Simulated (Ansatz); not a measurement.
From input file to script: O, space group Fmmm in Ansatz 0.2.0.

```yaml
crystal:
  lattice:
    - [0.0, 2.10755, 3.34485]
    - [1.47835, 0.0, 3.34485]
    - [1.47835, 2.10755, 0.0]
  atoms:
    - { symbol: O, position: [0.0871, 0.0871, 0.9129] }
    - { symbol: O, position: [0.9129, 0.9129, 0.08709999999999996] }
kpoints:
  mp_grid:
    grid: [8, 8, 8]
hamiltonian:
  xc: pbesol
scf:
  occupations:
    method: fermi_dirac
    width: 0.05
phonons:
  method: fd
  supercell: [2, 2, 2]
  temperatures:
    t_min: 100.0
    t_max: 900.0
    t_step: 200.0
```

Script `phonons_o.py`:
```python
"""Harmonic phonons of O."""

from pathlib import Path

import ansatz
from ase import Atoms
import numpy as np

FUNCTIONAL = "pbesol"
FILLING = "fermi_dirac"
SMEARING_WIDTH = 0.05
MESH = (8, 8, 8)

atoms = Atoms(
    ["O", "O"],
    scaled_positions=[
        (0.0871, 0.0871, 0.9129),
        (0.9129, 0.9129, 0.0871),
    ],
    cell=[
        (0.0, 2.10755, 3.34485),
        (1.47835, 0.0, 3.34485),
        (1.47835, 2.10755, 0.0),
    ],
    pbc=True,
)
xtal = ansatz.Crystal.from_ase(atoms)

# the k mesh has to be a multiple of the supercell
job = xtal.calculation()
job = job.functional(FUNCTIONAL)
job = job.occupations(FILLING, width=SMEARING_WIDTH)
job = job.kpoints(*MESH)
job = job.phonons("fd", supercell=2, temperatures=(100, 900, 200))
result = job.run(runs_dir="out")
folder = Path(result.output_folder) / "results"
ph = result.phonons

for mode, w in enumerate(ph.gamma_omega_inv_cm, start=1):
    print(f"Gamma mode {mode:2d}: {w:8.1f} 1/cm  {w / 33.35641:7.3f} THz")
print(f"{ph.n_members} displaced supercells, sum-rule residual {ph.asr_residual_pre_ev_ang2:.1e} eV/A^2")
sums = ph.harmonic_sums
print(f"zero-point energy {1000 * sums.zero_point_energy_ev:.2f} meV per cell")
t, f_vib = np.asarray(sums.temperatures_k), np.asarray(sums.vibrational_free_energy_ev)
for temperature, value in zip(t, f_vib):
    print(f"T = {temperature:6.0f} K   F_vib = {1000 * value:9.2f} meV per cell")
```

```console
$ python phonons_o.py
DeckWarning: basis.ecutwfc = 420 eV, auto-derived from the records' recommended cutoffs: set by O (normal level)
RunWarning: on the 28×28×28 q-mesh 7933 entries of the irreducible table, 2.616e0 modes per cell, the lowest at -369.44 cm⁻¹, stand at or below zero and are read as no rigid motion or as one in doubt: the zero-point energy, F, S and C_V leave that weight out. The structure may be unstable at those wave vectors; or the [...]
Gamma mode  1:      0.0 1/cm    0.000 THz
Gamma mode  2:      0.0 1/cm    0.000 THz
Gamma mode  3:      0.0 1/cm    0.000 THz
Gamma mode  4:    221.3 1/cm    6.633 THz
Gamma mode  5:    334.7 1/cm   10.034 THz
Gamma mode  6:   1809.3 1/cm   54.243 THz
2 displaced supercells, sum-rule residual 1.7e-05 eV/A^2
zero-point energy 136.40 meV per cell
T =    100 K   F_vib =    134.23 meV per cell
T =    300 K   F_vib =    104.57 meV per cell
T =    500 K   F_vib =     48.98 meV per cell
T =    700 K   F_vib =    -24.08 meV per cell
T =    900 K   F_vib =   -110.76 meV per cell
```
(Warnings from the package without file and line, shortened.)

What to keep in mind:
- The cell isn't relaxed first, so the values belong to this volume.
- For a metal this mesh is far too coarse, so the numbers only illustrate the procedure.
- No spin polarisation was allowed.
- The cell holds O-O pairs as short as in O2 or superoxides, which carry a moment that a run without spin can't show.
- Some modes are imaginary (printed negative) at these settings, from an unstable structure or from unconverged force constants, so sums over modes carry no meaning.
- This isn't the structure that O takes at ambient conditions.
- The structure is taken as given and the supercell is small; imaginary modes can come from an unrelaxed or unstable start.
- It ran for 74 s on 1 thread of Arm Neoverse V1, with other jobs on the host, peak memory 0.68 GiB.

(Lines on the test bed's own set-up are left out of the output.)
